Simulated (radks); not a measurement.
# Ionising ytterbium step by step, Yb to Yb³⁺

An exercise on one series of results from a longer session: the logs are not shown, and one member is left open.

Program: radks (a radial shooting solver on a logarithmic mesh, Libxc functionals) version 1. Level of theory: Dirac Kohn-Sham, PBE, spin-unpolarised, spherical densities, point nucleus; open shells fill j = l - 1/2 first. These are calculated values, not measurements, unless marked.

## The system

| Property | Result |
| --- | --- |
| element | ytterbium (Z = 70) |
| charges | 0 to 3 |
| first configuration | [Xe] 4f14 6s2 |
| last configuration | [Xe] 4f13 |

The first run:

The run's settings:

```text
Z 70
configuration [Xe] 4f14 6s2
relativity Dirac
functional pbe,pbe
spin unpolarised
j_filling energy
nucleus point
c 137.035999084
```

Steps of the session up to this table: Yb, [Xe] 4f14 6s2.

One table of the session follows, with a row left open; its other results are not shown here.

It belongs to the step «Yb, [Xe] 4f14 6s2». Sizes of the orbitals, from the radial functions (bohr):

```
level     <r>  outermost maximum (interpolated)  90 % within  nodes
4d3/2       ?                                 ?            ?      ?
4d5/2  0.5649                             0.495        0.850      1
5s1/2   1.209                              1.07         1.75      4
5p1/2   1.369                              1.17         2.02      3
5p3/2   1.489                              1.26         2.21      3
6s1/2   3.925                              3.28         5.86      5
4f5/2  0.7780                             0.480         1.36      0
4f7/2  0.8043                             0.486         1.42      0
```

**Question.** Estimate the row for 4d3/2.

**Answer.** <r>: 0.5534; outermost maximum (interpolated): 0.486; 90 % within: 0.833; nodes: 1. In the column «<r>» it is the lowest.

Caveats from the session: Spin polarisation and multiplet splitting are left out, so open shells lie too high by an amount that depends on their filling.
